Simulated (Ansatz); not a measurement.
# GaBN (quartet): wave-function methods side by side, cc-pVDZ

One table from this session's results is given with a row withheld; the runs are named, their logs left out.

Computed with Ansatz 0.2.0, Gaussian basis. Level: cc-pVDZ, core rule «outside noble gas», up to 16 orbitals frozen.

To be run: UHF; CCSD(T) on ROHF; CCSD(T) on UHF; BCCD(T) on ROHF; CISD; CCSDT(Q) on ROHF; CCSDT(Q) on UHF.

28 further runs of the same task are left out: 6 for a known fault of the program, 8 that didn't finish, 14 set aside as unsound or not needed.

### The geometry

The geometry is a PBE0/def2-TZVP stationary point (not a proven minimum) of the parent state, kept for this charge and spin. No spin-orbit coupling is included. The filled d shell of Ga may be among the frozen orbitals whatever the setting's name suggests; the logs give the count.

3 atoms, charge 0, spin multiplicity 4.

Atoms are counted from 1 here; the program's logs count them from 0.

Bond lengths: B1–N2 1.262 Å, N2–Ga3 1.878 Å. Angles: B1–N2–Ga3 180.0°.

Geometry (Å):

```xyz
3

B     0.0000    0.0000   -1.4672
N     0.0000    0.0000   -0.2052
Ga    0.0000    0.0000    1.6724
```

The first run:

in.yaml

```yaml
crystal:
  periodic: [false, false, false]
  atoms:
    - {symbol: B, position_ang: [0.000000, 0.000000, -1.467200]}
    - {symbol: N, position_ang: [0.000000, 0.000000, -0.205200]}
    - {symbol: Ga, position_ang: [0.000000, 0.000000, 1.672400]}
basis:
  gaussian: {orbitals: cc-pVDZ}
magnetization: {spin_polarized: true, initial_magnetization: 3}
hamiltonian: {xc: hf}
output: {orbitals: {seedname: orbitals}}
```

Command:

```bash
$ ansatz run in.yaml --threads 1 --pin off --events-out ev --progress --plain --max-ram 2393MiB
```

Among the steps run: UHF; CCSD(T) on ROHF; CCSD(T) on UHF; BCCD(T) on ROHF; CISD; CCSDT(Q) on ROHF; CCSDT(Q) on UHF.

One table of the session follows, with a row left open; its other results are not shown here.

| method | from RCCSDT(Q) (kcal/mol) |
| --- | --- |
| ROHF | +168.45 |
| UHF | +163.92 |
| RMP2 | +15.59 |
| UMP2 | +16.81 |
| RCCSD | +8.83 |
| UCCSD | +8.34 |
| RCCSD(T) | +1.26 |
| UCCSD(T) | +1.08 |
| BCCD(T) | +1.29 |
| RCCSDT | +0.69 |
| UCCSDT | ? |
| RCCSDT(Q) | 0 |
| UCCSDT(Q) | -0.48 |

Q: Estimate the row for UCCSDT from the others.

**Answer.** from RCCSDT(Q) (kcal/mol): +0.33. In the column «from RCCSDT(Q) (kcal/mol)» it lies between RCCSDT(Q) (0) and RCCSDT (+0.69).

Not comparable, so not listed: CISD (they don't share determinant, frozen orbitals or solution with the rows shown, or repeat one).

To keep in mind: Restricted and unrestricted rows rest on different reference determinants; where their highest levels disagree by more than a few hundredths of an eV, they describe different states and don't form one ladder.
